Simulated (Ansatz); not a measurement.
**Si2BH6Cl: basis-set convergence**

Aim: see how fast density functionals converge with the basis set for Si2BH6Cl.

The runs use Ansatz 0.2.0, Gaussian basis; one geometry, several basis sets.

Levels to be run: PBE0-D4/def2-SVP; ωB97M-V/def2-SVP; PBE0-D4/def2-QZVPP; ωB97M-V/def2-QZVPP; the functionals' def2-TZVPP values are taken from earlier runs.

## Step 1: The relaxed structure

All runs share one geometry, relaxed beforehand with PBE0-D4 in a triple-zeta def2 set.

10 atoms, charge 0, spin multiplicity 1.

Atoms are counted from 1 here; the program's logs count them from 0.

Bond lengths: Si1–Si2 2.348 Å, Si1–H5 1.488 Å, Si1–H6 1.487 Å, Si1–H7 1.487 Å, Si2–B3 2.005 Å, Si2–H8 1.489 Å, Si2–H9 1.490 Å, B3–Cl4 1.741 Å, B3–H10 1.194 Å. Angles: Si2–Si1–H5 110.1°, Si2–Si1–H6 110.6°, Si2–Si1–H7 109.7°, H5–Si1–H6 108.8°, H5–Si1–H7 108.7°, H6–Si1–H7 109.0°, Si1–Si2–B3 105.8°, Si1–Si2–H8 108.6°, Si1–Si2–H9 108.4°, B3–Si2–H8 112.3°, B3–Si2–H9 112.0°, H8–Si2–H9 109.5°, Si2–B3–Cl4 120.0°, Si2–B3–H10 123.7°, Cl4–B3–H10 116.1°.

## Step 2: PBE0-D4 in def2-SVP

in.yaml reads:

```yaml
crystal:
  periodic: [false, false, false]
  atoms:
    - {symbol: Si, position_ang: [-1.288781, 0.809980, 0.628278]}
    - {symbol: Si, position_ang: [0.543972, -0.654929, 0.528775]}
    - {symbol: B, position_ang: [1.364224, -0.383289, -1.280359]}
    - {symbol: Cl, position_ang: [0.797352, -1.308034, -2.642291]}
    - {symbol: H, position_ang: [-0.833432, 2.211549, 0.425497]}
    - {symbol: H, position_ang: [-1.965035, 0.712865, 1.949473]}
    - {symbol: H, position_ang: [-2.264368, 0.466861, -0.440367]}
    - {symbol: H, position_ang: [0.051169, -2.046259, 0.722167]}
    - {symbol: H, position_ang: [1.486526, -0.304700, 1.627860]}
    - {symbol: H, position_ang: [2.191475, 0.444855, -1.516032]}
basis:
  gaussian: {orbitals: def2-SVP}
hamiltonian: {xc: pbe0, dispersion: d4}
output: {orbitals: {seedname: orbitals}}
```

On the command line:

```
> ansatz run in.yaml --threads 2 --pin off --events-out ev --progress --plain --max-ram 4352MiB
```

Further steps of the session: ωB97M-V in def2-SVP; PBE0-D4 in def2-QZVPP; ωB97M-V in def2-QZVPP.

Q: Predict the results of all the runs planned. Wanted: PBE0-D4: double and triple zeta above quadruple; ωB97M-V: double and triple zeta above quadruple.

The runs gave:

| quantity | value |
| --- | --- |
| PBE0-D4: double and triple zeta above quadruple | 11.49, 0.94 eV |
| ωB97M-V: double and triple zeta above quadruple | 11.51, 0.88 eV |

For PBE0-D4 the step from double to triple zeta gains 10.56 eV and the next only 0.94 eV. Total energies overstate the basis error of differences, where much of it tends to cancel.
